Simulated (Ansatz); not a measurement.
I need a ladder of basis sets of Sr2 (charge +1). Use the Python package of Ansatz (0.2.0). Use (for the species named): Hartree-Fock, def2-SVP basis, multiplicity 2. The script varies basis: def2-SVP, def2-SVPD, def2-TZVP, def2-TZVPP.

```xyz
2

Sr    0.0000    0.0000    0.0000
Sr    0.0000    0.0000    3.5200
```

`basis_sr2.py`:
```python
'''Basis-set convergence for Sr2(+).'''

import ansatz as az

geometry_ang = [
    ('Sr', (0.0, 0.0, 0.0)),
    ('Sr', (0.0, 0.0, 3.52)),
]
geometry = az.Crystal.molecule()
for symbol, xyz in geometry_ang:
    geometry = geometry.atom(symbol, xyz)

calc = geometry.calculation()
calc = calc.functional('hf')
calc = calc.charge(1)
calc = calc.spin('collinear', total=1)

energies = {}
for basis in ['def2-SVP', 'def2-SVPD', 'def2-TZVP', 'def2-TZVPP']:
    summary = calc.basis(gaussian=basis).run(threads=1, backend='cpu').report
    size = summary['n_frozen'] + summary['n_occupied'][0] + summary['n_virtual'][0]
    energies[basis] = (summary['reference_energy_ev'] / 27.211386246, summary['free_energy_ev'] / 27.211386246)
    print(f'{basis:14s} {size:4d} orbitals  reference {energies[basis][0]:14.6f} Ha  total {energies[basis][1]:14.6f} Ha')

last = energies['def2-TZVPP'][1]
for basis, (_, total) in energies.items():
    print(f'{basis:14s} lies {27.211386 * (total - last):9.4f} eV above def2-TZVPP')
```

```console
$ python basis_sr2.py
def2-SVP         46 orbitals  reference     -60.511204 Ha  total     -60.511204 Ha
def2-SVPD        52 orbitals  reference     -60.511290 Ha  total     -60.511290 Ha
def2-TZVP        66 orbitals  reference     -60.528596 Ha  total     -60.528596 Ha
def2-TZVPP       80 orbitals  reference     -60.528653 Ha  total     -60.528653 Ha
def2-SVP       lies    0.4748 eV above def2-TZVPP
def2-SVPD      lies    0.4725 eV above def2-TZVPP
def2-TZVP      lies    0.0015 eV above def2-TZVPP
def2-TZVPP     lies    0.0000 eV above def2-TZVPP
```

Against def2-SVP: def2-SVPD -0.1 mHa, def2-TZVP -17.4 mHa and def2-TZVPP -17.4 mHa. The last step alone is -0.06 mHa (these two sets differ little on atoms other than hydrogen). From the first set to the last the time grows from 0.9 to 2.5 s.

What to keep in mind:
- The drop along the ladder measures the basis error, and is no property of the molecule.
- The geometry is a force-field or estimated start, not a minimum of this method, and the last set is no limit. Much of the fall in a total is atomic energy, which cancels in bond and reaction energies.
- def2 sets replace the cores of elements past krypton by effective core potentials.
- The species is open-shell (spin multiplicity 2).
- The expectation value of S² is noticeably off S(S+1) in at least one run, so that state is spin-contaminated.
- The spin state was assumed, and another may lie lower.
- Hardware and time: 8 s on 1 thread of Arm Neoverse V1, on a shared host, peak memory 0.22 GiB.

(Lines on the test bed's own set-up are left out of the output.)
